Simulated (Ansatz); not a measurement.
CrN2:

```
CELL_PARAMETERS angstrom
3.90179 0.00000 0.00000
0.00000 4.80951 0.00000
0.00000 0.00000 2.78417
ATOMIC_POSITIONS crystal
Cr 0.00000 0.00000 0.00000
Cr 0.50000 0.50000 0.50000
N 0.86617 0.58878 0.00000
N 0.13383 0.41123 0.00000
N 0.36617 0.91122 0.50000
N 0.63383 0.08878 0.50000
```

The cell comes from a database or a generator and needn't be the stable form of this composition.

Program: Ansatz 0.2.0. Alike in all runs: task band structure; potentials or basis Ansatz PAW; spin collinear, ferromagnetic start; cell as given; k mesh 7 × 6 × 10; smearing fermi-dirac 0.05 eV.

Task: Order these runs on this cell by their pressure, lowest first.
A. level LDA; cutoff (eV) 420
B. level PBE; cutoff (eV) 420
C. level r2SCAN; cutoff (eV) 500

Result: A (-17.9 GPa), C (-2.7 GPa), B (-1.0 GPa).

Caveats: only a ferromagnetic start was run, and an antiferromagnetic order may lie lower in energy; the PAW data sets come from PBE, with cores solved anew for the run's functional, which leaves a small shift of forces and pressure (some runs); the magnetic or orbital state may not be the lowest (some runs).
